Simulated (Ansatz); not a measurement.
Task: a single point from a YAML input of Cs₂KScI₆, space group Fm-3m, with the Python package of Ansatz (0.2.0). Give the script and its output. Use: r2SCAN, PAW, the default cutoff (500 eV here), 3×3×3 k-points, fixed occupations, D4 dispersion.

The script reads `cs2ksci6.yaml`:
```yaml
crystal:
  lattice:
    - [0.0, 6.293804, 6.293804]
    - [6.293804, 0.0, 6.293804]
    - [6.293804, 6.293804, 0.0]
  atoms:
    - { symbol: K, position: [0.5, 0.5, 0.5] }
    - { symbol: Cs, position: [0.75, 0.75, 0.75] }
    - { symbol: Cs, position: [0.25, 0.25, 0.25] }
    - { symbol: Sc, position: [0.0, 0.0, 0.0] }
    - { symbol: I, position: [0.769968, 0.230032, 0.230032] }
    - { symbol: I, position: [0.230032, 0.230032, 0.769968] }
    - { symbol: I, position: [0.230032, 0.769968, 0.769968] }
    - { symbol: I, position: [0.230032, 0.769968, 0.230032] }
    - { symbol: I, position: [0.769968, 0.230032, 0.769968] }
    - { symbol: I, position: [0.769968, 0.769968, 0.230032] }
kpoints:
  mp_grid: { kspacing: 0.4 }
hamiltonian:
  xc: r2scan
  dispersion: d4
scf:
  occupations: { method: fixed }
  algorithm: density_mixing
output:
  stress: true
  eigenvalues: true
```

Script `cs2ksci6.py`:
```python
"""Run a YAML input for Cs2KScI6 from Python."""

import warnings

import ansatz as az


def main() -> None:
    warnings.simplefilter("ignore", az.DeckWarning)

    outcome = az.Session.from_deck("cs2ksci6.yaml").plan().execute()
    report = outcome.report

    print("%-22s %14.5f eV" % ("F = E - TS", report["free_energy_ev"]))
    print("%-22s %14.5f eV" % ("E", report["internal_energy_ev"]))
    print("%-22s %14.5f eV" % ("Harris-Foulkes", report["harris_foulkes_ev"]))
    print("%-22s %14.5f eV" % ("Fermi level", report["fermi_energy_ev"]))

    gap = None if "band_edges_ev" not in report else report["band_edges_ev"][1] - report["band_edges_ev"][0]
    print("gap on the k mesh:", "withheld (metal, or smearing too wide to tell)" if gap is None else f"{gap:.3f} eV")
    print("lowest empty less highest filled band, by band count:", round(report["gap_by_band_count_ev"], 3), "eV")


if __name__ == "__main__":
    main()
```

```console
$ python cs2ksci6.py
RunWarning: dispersion: an atom stands within reach of a switch of its C6 between two reference coordination numbers of its element: through that C6 alone, e_disp changes by 0.025 eV or more while the distances to its neighbours run over a stretch of 0.05 Å that contains this geometry (sites counted from 0 in the run's list of atoms or, in a supercell that it derives, in that cell's: here a list of 10) — site 0 (K): coordination number 6.259 (about 5.96 to 6.56 with every neighbour 0.05 Å [...]
F = E - TS               -60240.15331 eV
E                        -60240.15331 eV
Harris-Foulkes           -60240.15331 eV
Fermi level                   2.61546 eV
gap on the k mesh: 2.724 eV
lowest empty less highest filled band, by band count: 2.724 eV
```
(Warnings from the package without file and line, shortened.)

Notes:
- These settings explore the input space; cutoff and mesh may be short of convergence.
- Along an axis with an odd division the mesh misses the point at one half; a gap read on a finite mesh is an upper bound on this functional's gap.
- Semilocal gaps usually lie well under measured ones.
- Only differences from the Fermi energy are physical; the zero of the scale is a convention.
- The structure comes from a database of computed cells and needn't be a stable or known phase.
- Gaps and levels are Kohn-Sham values on a finite set of k-points, without spin-orbit coupling.
- The script silences the warnings on its input, which a real study should read.
- The whole script took 26 s on 1 thread of Intel(R) Xeon(R) Platinum 8488C (Sapphire Rapids), with other jobs on the host, peak memory 2.5 GiB.

(Lines on the test bed's own set-up are left out of the output.)
